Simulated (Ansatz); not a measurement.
# r2SCAN0/def2-SVP (core potential) run of CH6Sn (SMILES [CH3][SnH3])

What is the vertical ionisation energy of CH6Sn at r2SCAN0/def2-SVP (core potential)? 

The calculation is run with Ansatz 0.2.0.

42 further runs of the same task are left out: 1 that didn't finish, 41 set aside as unsound or not needed.

## Step 1: Starting point

CH6Sn has 8 atoms, charge 0, and is taken as a singlet. SMILES: `[CH3][SnH3]`. Geometry: relaxed at PBE0-D4/def2-TZVP.

Bond lengths: C1–Sn2 2.140 Å, C1–H3 1.090 Å, C1–H4 1.090 Å, C1–H5 1.090 Å, Sn2–H6 1.709 Å, Sn2–H7 1.709 Å, Sn2–H8 1.709 Å. Some angles: C1–Sn2–H6 110.1°, C1–Sn2–H7 110.1°, C1–Sn2–H8 110.1°, Sn2–C1–H3 110.0°, Sn2–C1–H4 110.0°, Sn2–C1–H5 110.0°, H6–Sn2–H7 108.8°, H6–Sn2–H8 108.8°, H7–Sn2–H8 108.8°, H3–C1–H4 109.0°.

## Step 2: A single-point energy at r2SCAN0/def2-SVP (core potential)

Input file in.yaml:

```yaml
crystal:
  periodic: [false, false, false]
  atoms:
    - {symbol: C, position_ang: [1.094500, 0.367400, -0.110600]}
    - {symbol: Sn, position_ang: [-0.919400, -0.329100, 0.082100]}
    - {symbol: H, position_ang: [1.300500, 0.627700, -1.148800]}
    - {symbol: H, position_ang: [1.789300, -0.411200, 0.204000]}
    - {symbol: H, position_ang: [1.244600, 1.249200, 0.512300]}
    - {symbol: H, position_ang: [-2.012000, 0.886800, -0.417500]}
    - {symbol: H, position_ang: [-1.156700, -1.716400, -0.887800]}
    - {symbol: H, position_ang: [-1.248700, -0.731500, 1.710400]}
basis:
  gaussian:
    orbitals: def2-SVP
hamiltonian:
  xc: {name: r2SCAN0}
accuracy: high
output: {orbitals: {seedname: orbitals}}
```

Command:

```console
$ ansatz run in.yaml --threads 1 --pin off --max-ram 3480MiB --events-out events.jsonl --progress --plain --runs-dir runs
```

Output:

```text
Warning: RAYON_NUM_THREADS=1 ignored (pool sized by the plan → 1); use --threads N
Functional definition: r2SCAN0
  name "r2SCAN0"
  parameter a = 0.25
  parameter k0 = 0.174
  parameter k1 = 0.065
  parameter a1 = 4.9479
  exchange = (1 - a)*r2scan_x(k0 = k0, k1 = k1, a1 = a1) + a*exact_x
  correlation = r2scan_c
1743 factors; integrals over basis functions are off by at most 3.0e-9 eV
mean field evaluation 1: about -6961.4031 eV, gradient 3.9e1 eV
mean field evaluation 2: about -6960.0128 eV, gradient 4.2e1 eV
mean field evaluation 4: about -6965.0926 eV, gradient 4.1e-1 eV
mean field evaluation 8: about -6965.1874 eV, gradient 5.7e-2 eV
mean field evaluation 16: about -6965.1874 eV, gradient 2.6e-6 eV
mean field -6965.18739470 eV, -255.9659155817 hartree, gradient 4.1e-8 eV, S^2 0.000000; 0 other end points of the search recorded, 0 dependent functions left out
reference -6965.18739539 eV, -255.9659156068 hartree; 17, 17 occupied and 53, 53 virtual orbitals, 1743 factors
Total energy: -6965.18739539 eV, -255.9659156068 hartree
```

Wall time 8.4 s (1 thread of Arm Neoverse V2, shared host); peak memory 0.26 GiB.

## Step 3: The doublet cation

Input file job.yaml:

```yaml
basis:
  gaussian:
    orbitals: def2-SVP
crystal:
  periodic: [false, false, false]
  atoms:
    - symbol: C
      position_ang: [1.094500, 0.367400, -0.110600]
    - symbol: Sn
      position_ang: [-0.919400, -0.329100, 0.082100]
    - symbol: H
      position_ang: [1.300500, 0.627700, -1.148800]
    - symbol: H
      position_ang: [1.789300, -0.411200, 0.204000]
    - symbol: H
      position_ang: [1.244600, 1.249200, 0.512300]
    - symbol: H
      position_ang: [-2.012000, 0.886800, -0.417500]
    - symbol: H
      position_ang: [-1.156700, -1.716400, -0.887800]
    - symbol: H
      position_ang: [-1.248700, -0.731500, 1.710400]
total_charge: 1
magnetization:
  spin_polarized: true
  initial_magnetization: 1
hamiltonian:
  xc: {name: r2SCAN0}
accuracy: high
output:
  orbitals: {seedname: orbitals}
```

Command:

```console
$ ansatz run job.yaml --threads 1 --pin off --max-ram 3480MiB --events-out events.jsonl --progress --plain --runs-dir runs
```

Output, cut to the lines that bear on the results:

```text
Warning: RAYON_NUM_THREADS=1 ignored (pool sized by the plan → 1); use --threads N
[... 8 set-up lines as earlier in the session ...]
1742 factors; integrals over basis functions are off by at most 3.3e-9 eV
mean field evaluation 1: about -6943.7796 eV, gradient 4.3e1 eV
mean field evaluation 2: about -6926.2973 eV, gradient 5.9e1 eV
mean field evaluation 4: about -6953.9204 eV, gradient 2.4e0 eV
mean field evaluation 8: about -6954.0842 eV, gradient 6.6e-1 eV
mean field evaluation 16: about -6954.6252 eV, gradient 1.9e-1 eV
mean field evaluation 32: about -6954.5666 eV, gradient 2.4e0 eV
mean field -6954.62633406 eV, -255.5778037617 hartree, gradient 2.9e-8 eV, S^2 0.756254; 4 other end points of the search recorded, 0 dependent functions left out
reference -6954.62633622 eV, -255.5778038409 hartree; 17, 16 occupied and 53, 54 virtual orbitals, 1742 factors
Total energy: -6954.62633622 eV, -255.5778038409 hartree
```

It took 20 s on 1 thread of Arm Neoverse V2, shared host; peak memory 0.43 GiB.

## Step 4: Summary of results

Level: r2SCAN0/def2-SVP (core potential).

| quantity | value |
| --- | --- |
| singlet CH6Sn: total energy | -255.96592 Eh |
| singlet CH6Sn: HOMO energy | -8.57 eV |
| singlet CH6Sn: LUMO energy | 1.06 eV |
| singlet CH6Sn: HOMO–LUMO gap | 9.64 eV |
| doublet cation: total energy | -255.57780 Eh |
| doublet cation: HOMO energy (highest over α and β) | -14.76 eV |
| doublet cation: LUMO energy (lowest over α and β) | -12.47 eV |
| doublet cation: ⟨S²⟩ | 0.756 |
| vertical ionisation energy (to the doublet cation) | 10.561 eV |

**Reading.** Removing an electron at fixed nuclei costs 10.56 eV (244 kcal/mol). −ε(HOMO) before ionisation, 8.57 eV, is 1.99 eV below this ionisation energy.
